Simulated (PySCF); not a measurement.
# RbH: the SCF solver's settings

Do solver options change the result for RbH, or only the number of cycles?

Computed with PySCF 2.14.0. Level: each script names its method and basis.

4 further runs of the same task are left out: 3 for a known fault of the program, 1 that didn't finish.

## Step 1: The starting structure

RbH: 2 atoms, charge 0, spin multiplicity 1.

Bond lengths: Rb1–H2 2.737 Å.

## Step 2: The base run

input.py

```python
from pyscf import gto, scf, mp

mol = gto.M(
    atom='Rb 0 0 0; H 0 0 2.737',
    basis='lanl2dz',
    ecp={'Rb': 'lanl2dz'},
    charge=0,
    spin=0,
    verbose=4,
)
mf = scf.RHF(mol)
mf.kernel()
mp.MP2(mf).kernel()
mf.dip_moment()
print('orbital energies (hartree):', mf.mo_energy[..., max(0, mol.nelec[1]-3):mol.nelec[0]+3].round(4))
```

Run with:

```
> python input.py
```

Its log is not repeated here.

It gives: E(SCF) = -24.091988 Eh, 7 cycles, E(MP2) − E(SCF) = -0.01501 Eh, μ = 10.46 D (of the SCF density).

The bond length is a typed value, not an optimised one.

## Step 3: Smearing width 0.01 hartree

Run 1 changes smearing width: none → 0.01 hartree; step after the SCF: mp2 → none.

input.py

```python
from pyscf import gto, scf

mol = gto.M(
    atom='Rb 0 0 0; H 0 0 2.737',
    basis='lanl2dz',
    ecp={'Rb': 'lanl2dz'},
    charge=0,
    spin=0,
    verbose=4,
)
mf = scf.RHF(mol)
mf = scf.addons.smearing_(mf, sigma=0.01, method='fermi')
mf.kernel()
mf.dip_moment()
print('orbital energies (hartree):', mf.mo_energy[..., max(0, mol.nelec[1]-3):mol.nelec[0]+3].round(4))
```

Run with:

```
> python input.py
```

## Step 4: Second-order solver on

Run 2 changes second-order solver: off → on.

Changes to input.py since step 2:

```diff
@@ -11,2 +11,3 @@
 mf = scf.RHF(mol)
+mf = mf.newton()
 mf.kernel()
```

## Step 5: Cycle limit 200

Run 3 changes cycle limit: 50 → 200.

Changes to input.py since step 2:

```diff
@@ -11,2 +11,3 @@
 mf = scf.RHF(mol)
+mf.max_cycle = 200
 mf.kernel()
```

## Step 6: DIIS space 2

Run 4 changes DIIS space: default → 2.

Changes to input.py since step 2:

```diff
@@ -11,2 +11,3 @@
 mf = scf.RHF(mol)
+mf.diis_space = 2
 mf.kernel()
```

Q: Predict the outcome of this session. Wanted: for each run, E(SCF); from base; gap; SCF dipole; after the SCF.

As calculated:

| run | E(SCF) (hartree) | from base (eV) | cycles | gap (eV) | SCF dipole (D) | after the SCF |
| --- | --- | --- | --- | --- | --- | --- |
| base | -24.091988 | 0 | 7 | 5.62 | 10.46 | MP2 correlation -0.408 eV |
| smearing width 0.01 hartree | -24.091973 | +0.0004 | 8 | n/a | 10.46 | n/a |
| second-order solver on | -24.091988 | 0.0000 | 4 macro | 5.62 | 10.46 | MP2 correlation -0.408 eV |
| cycle limit 200 | -24.091988 | 0.0000 | 7 | 5.62 | 10.46 | MP2 correlation -0.408 eV |
| DIIS space 2 | -24.091988 | 0.0000 | 8 | 5.62 | 10.46 | MP2 correlation -0.408 eV |

Distance from each run's final energy (log10 hartree) by cycle:

```csv
run,cycle 1,cycle 2,cycle 3,cycle 5,cycle 8,cycle 12
base,-1.8,-3.6,-4.5,-7.5,done,done
smearing width 0.01 hartree,-1.8,-3.4,-4.5,-7.2,-10.1,done
second-order solver on,-3.1,-8.5,< -11,done,done,done
cycle limit 200,-1.8,-3.6,-4.5,-7.5,done,done
DIIS space 2,-1.8,-3.6,-4.5,-6.5,-10.7,done
```

In words: The SCF energy stays the same, to the digits that matter, with second-order solver on or cycle limit 200 or DIIS space 2. With cycle limit 200, DIIS space 2 the path hardly changes: 7 to 8 cycles against 7.
